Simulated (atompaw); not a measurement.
**A PAW (atompaw) potential for Pm, from input to tests**

Task: generate the file, and judge it by its logarithmic derivatives, its ghosts and its cutoff.

Method: atompaw 4.2.0.5, PBE, scalar-relativistic.

## (1) Starting point

The settings as typed:

* element: promethium (Pm, Z = 61)
* type: PAW
* frozen core: [Kr] 4d10
* valence charge: 15
* reference configuration: 4f5 5s2 5p6 5d0 6s0.5 6p0 (charge +1.5)
* partial waves: 5s (bound): rc 1.55 bohr; 6s (bound): rc 2.70 bohr; 5p (bound): rc 2.35 bohr; 6p (bound, empty): rc 2.65 bohr; 5d (bound, empty): rc 2.70 bohr; 5d channel at 0.5 Ry: rc 2.70 bohr; 4f (bound): rc 1.65 bohr; 4f channel at 3.7 Ry: rc 1.65 bohr
* local potential: troulliermartins scheme with l = 4 at 0.5 Ry, radius 2.60 bohr
* core correction: smooth core density matched at 2.50 bohr
* augmentation charge: besselshape compensation charge, radius 2.55 bohr; PAW radius 2.70 bohr; waves and projectors: custom rrkj gramschmidtortho

## (2) Generating the potential

Pm.input reads:

```
Pm 61
GGA-PBE scalarrelativistic loggrid 2001 logderivrange -6 5 276
6 6 5 4 0 0
6 0 0.5
6 1 0
5 2 0
4 3 5
0 0 0
c
c
c
c
v
v
c
c
c
v
v
c
c
v
v
3
2.70 2.55 2.60 2.50
n
n
y
0.5
n
y
3.7
n
custom rrkj gramschmidtortho besselshape
4 0.5 troulliermartins
1.55
2.70
2.35
2.65
2.70
2.70
1.65
1.65
PWSCFOUT
UPFDX 0.0125d0 UPFXMIN -7.d0 UPFZMESH 61.d0
END
```

On the command line:

```bash
$ atompaw < Pm.input > Pm.log
```

Before running it: what results should come out? Wanted: cutoffs for 10 and 1 mRy, occupied levels; bound ghosts; largest phase difference near zero energy, channels read; lowest eigenvalue of the overlap; share of valence orbitals outside the PAW sphere; UPF file.

**Answer**, as computed:

```
                                                quantity                                              value
               cutoffs for 10 and 1 mRy, occupied levels                                    50 Ry and 80 Ry
                                            bound ghosts                                         none found
largest phase difference near zero energy, channels read                                          0.054 rad
         lowest eigenvalue of the overlap (Bessel basis)                                          0.062 (p)
        share of valence orbitals outside the PAW sphere  5s 2 %, 6s 83 %, 5p 6 %, 6p 93 %, 5d 43 %, 4f 3 %
                                                UPF file                                            written
```

What this shows: By its cutoff, 50 Ry for the looser tolerance, it is of middling hardness. The slowest occupied level is 4f: taken alone it needs 55 Ry to come within 1 mRy, against 18 Ry for 5s. No bound ghost shows below the valence levels. Of the channels read, f scatters worst near zero energy, by up to 0.05 rad.
